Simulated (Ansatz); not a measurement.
# RbO4: the cost of one run

Method: DFT PBE, scalar-relativistic, plane waves, PAW, in Ansatz 0.2.0.

1 further run of the same task is left out (it didn't finish).

## 1. The starting structure

Symmetry: P4/mmm, No. 123, tetragonal system. The conventional cell has a = 4.626 Å, b = 4.626 Å, c = 6.542 Å, α = 90.00°, β = 90.00°, γ = 90.00°. Around Rb (site symmetry 4/mmm) lie 8 O at 2.83 Å. O (site symmetry 2mm) has 2 Rb at 2.83 Å as nearest neighbours.

Structure file:

```
Rb O
1.0
     4.62572    0.00000    0.00000
     0.00000    4.62572    0.00000
     0.00000    0.00000    6.54176
Rb O
1 4
Direct
  0.00000 0.00000 0.00000
  0.50000 0.00000 0.25000
  0.00000 0.50000 0.75000
  0.50000 0.00000 0.75000
  0.00000 0.50000 0.25000
```

A structure generator made this guess: ordered vacancies on the cation sites of fluorite (P4/mmm, No. 123). Its size is a rough estimate.

## 2. A first look at the guess

input.yaml

```yaml
crystal:
  lattice:
    - [4.62572164, 0.0, 0.0]
    - [0.0, 4.62572164, 0.0]
    - [0.0, 0.0, 6.54175828]
  atoms:
    - { symbol: Rb, position: [0.0, 0.0, 0.0] }
    - { symbol: O, position: [0.5, 0.0, 0.25] }
    - { symbol: O, position: [0.0, 0.5, 0.75] }
    - { symbol: O, position: [0.5, 0.0, 0.75] }
    - { symbol: O, position: [0.0, 0.5, 0.25] }
basis:
  ecutwfc: 420
kpoints:
  mp_grid: { grid: [4, 4, 4] }
hamiltonian:
  xc: pbe
scf:
  occupations: { method: gaussian, width: 0.1 }
  lower_state_search: "off"
output:
  forces: true
  stress: true
  eigenvalues: true
```

On the command line:

```
$ ansatz run input.yaml --threads 1 --pin off --max-ram 2048MiB --backend cpu --events-out ev --progress --plain --runs-dir out
```

Q: Estimate wall time and peak memory on 1 thread of Arm Neoverse V2, shared host.

About 2.8 s, with a peak of 0.34 GiB.
